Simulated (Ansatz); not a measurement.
# F2GeH2S2: small, medium and large basis sets

Aim: see how fast density functionals converge with the basis set for F2GeH2S2.

Computed with Ansatz 0.2.0, Gaussian basis. Level: one geometry, several basis sets.

Levels to be run: PBE0-D4/def2-SVP; ωB97M-V/def2-SVP; PBE0-D4/def2-QZVPP; ωB97M-V/def2-QZVPP; the functionals' def2-TZVPP values are taken from earlier runs.

## 1. The geometry

All runs share one geometry, relaxed beforehand with PBE0-D4 in a triple-zeta def2 set.

SMILES `[F][Ge]([F])([SH])[SH]`, 7 atoms, charge 0, spin multiplicity 1.

Atoms are counted from 1 here; the program's logs count them from 0.

Bond lengths: F1–Ge2 1.720 Å, Ge2–F3 1.724 Å, Ge2–S4 2.186 Å, Ge2–S5 2.181 Å, S4–H6 1.345 Å, S5–H7 1.345 Å. Angles: F1–Ge2–F3 103.3°, F1–Ge2–S4 112.9°, F1–Ge2–S5 105.3°, F3–Ge2–S4 106.9°, F3–Ge2–S5 113.2°, S4–Ge2–S5 114.8°, Ge2–S4–H6 91.6°, Ge2–S5–H7 92.0°.

As a file:

```xyz
7
charge 0, multiplicity 1
F     1.0438   -1.5206    1.0711
Ge    0.2107   -0.3882    0.0805
F    -0.9908   -1.3507   -0.6956
S    -0.8441    1.1376    1.2364
S     1.7143    0.3862   -1.2968
H    -1.9365    0.3590    1.3402
H     0.8640    1.3085   -1.7814
```

## 2. PBE0-D4 in def2-SVP

Contents of in.yaml:

```yaml
crystal:
  periodic: [false, false, false]
  atoms:
    - {symbol: F, position_ang: [1.043795, -1.520551, 1.071062]}
    - {symbol: Ge, position_ang: [0.210712, -0.388157, 0.080465]}
    - {symbol: F, position_ang: [-0.990809, -1.350665, -0.695574]}
    - {symbol: S, position_ang: [-0.844107, 1.137551, 1.236381]}
    - {symbol: S, position_ang: [1.714279, 0.386174, -1.296829]}
    - {symbol: H, position_ang: [-1.936528, 0.359003, 1.340181]}
    - {symbol: H, position_ang: [0.863958, 1.308546, -1.781385]}
basis:
  gaussian: {orbitals: def2-SVP}
hamiltonian: {xc: pbe0, dispersion: d4}
output: {orbitals: {seedname: orbitals}}
```

The runs that follow: ωB97M-V in def2-SVP; PBE0-D4 in def2-QZVPP; ωB97M-V in def2-QZVPP.

Q: Predict the results of all the runs planned. Wanted: PBE0-D4: double and triple zeta above quadruple; ωB97M-V: double and triple zeta above quadruple.

The runs gave:

```
                                       quantity           value
PBE0-D4: double and triple zeta above quadruple  23.88, 2.20 eV
ωB97M-V: double and triple zeta above quadruple  23.83, 2.11 eV
```

**Reading.** PBE0-D4 gains 21.68 eV from double to triple zeta, then 2.20 eV more. These are total energies; as a rule much of such shifts cancels in differences, which this series doesn't test. The LUMO of ωB97M-V is positive and keeps falling with the basis (1.15 to 0.53 eV): an unbound level that the basis holds in place.
